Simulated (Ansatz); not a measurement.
# CH3Ga (singlet): the correlation ladder, cc-pVDZ

How much of the correlation energy of CH3Ga (singlet) does each wave-function method recover here?

Program: Ansatz 0.2.0, Gaussian basis. Level of theory: cc-pVDZ, core rule «outside noble gas», up to 15 orbitals frozen. These are calculated values, not measurements.

To be run: UHF; CCSD(T) on RHF; BCCD(T) on RHF; CISD; CCSDT(Q) on RHF; CCSDTQ on RHF; CASSCF and MRCISD+Q, 10 electrons in 11 orbitals; CASSCF and NEVPT2, 10 electrons in 11 orbitals.

7 further runs of the same task are left out: 4 for a known fault of the program, 3 set aside as unsound or not needed.

### 1 The geometry

The geometry is a PBE0/def2-TZVP stationary point (not a proven minimum). No spin-orbit coupling is included. The filled d shell of Ga may be among the frozen orbitals whatever the setting's name suggests; the logs give the count.

5 atoms, charge 0, spin multiplicity 1.

Atoms are counted from 1 here; the program's logs count them from 0.

Bond lengths: C1–Ga2 2.035 Å, C1–H3 1.097 Å, C1–H4 1.097 Å, C1–H5 1.097 Å. Angles: Ga2–C1–H3 111.3°, Ga2–C1–H4 111.3°, Ga2–C1–H5 111.3°, H3–C1–H4 107.6°, H3–C1–H5 107.6°, H4–C1–H5 107.6°.

### 2 UHF

The input, in.yaml:

```yaml
crystal:
  periodic: [false, false, false]
  atoms:
    - {symbol: C, position_ang: [-1.659818, -0.017478, -0.000395]}
    - {symbol: Ga, position_ang: [0.375183, 0.003951, 0.000089]}
    - {symbol: H, position_ang: [-2.068843, 0.999956, 0.001262]}
    - {symbol: H, position_ang: [-2.052900, -0.534005, 0.883440]}
    - {symbol: H, position_ang: [-2.052511, -0.530967, -0.886170]}
basis:
  gaussian: {orbitals: cc-pVDZ}
magnetization: {spin_polarized: true, initial_magnetization: 0}
hamiltonian: {xc: hf}
output: {orbitals: {seedname: orbitals}}
```

On the command line:

```console
$ ansatz run in.yaml --threads 1 --pin off --events-out ev --progress --plain --max-ram 4096MiB --backend cpu
```

Further steps of the session: CCSD(T) on RHF; BCCD(T) on RHF; CISD; CCSDT(Q) on RHF; CCSDTQ on RHF; CASSCF and MRCISD+Q, 10 electrons in 11 orbitals; CASSCF and NEVPT2, 10 electrons in 11 orbitals.

Before running them: what should the planned runs give, taken together? Wanted: RCCSDTQ below the RHF energy; RMP2 from RCCSDTQ; RCCSD from RCCSDTQ; RCCSD(T) from RCCSDTQ; RCCSDT(Q) from RCCSDTQ; NEVPT2 valence from RCCSDTQ; MRCISD+Q valence from RCCSDTQ; T1 diagnostic; effectively unpaired electrons.

The runs gave:

```
                         quantity                                                   value
     RCCSDTQ below the RHF energy                                              -6.3543 eV
                RMP2 from RCCSDTQ                                         +23.82 kcal/mol
               RCCSD from RCCSDTQ                                          +4.26 kcal/mol
            RCCSD(T) from RCCSDTQ                                          +0.60 kcal/mol
           RCCSDT(Q) from RCCSDTQ                                           0.00 kcal/mol
      NEVPT2 valence from RCCSDTQ                                         +20.18 kcal/mol
    MRCISD+Q valence from RCCSDTQ                                          +0.37 kcal/mol
levels within 1 kcal/mol (43 meV)  RCCSD(T), BCCD(T), RCCSDT, RCCSDT(Q), MRCISD+Q valence
                    T1 diagnostic                                                   0.010
   effectively unpaired electrons                                                    0.08
```

RCCSD(T) misses by +0.60 kcal/mol, 0.4 % of the correlation energy. One determinant dominates. Of the multireference levels listed MRCISD+Q valence comes nearest in total energy (+0.37 kcal/mol), which doesn't show that its space is the better one. These misses are within one basis, not against nature.
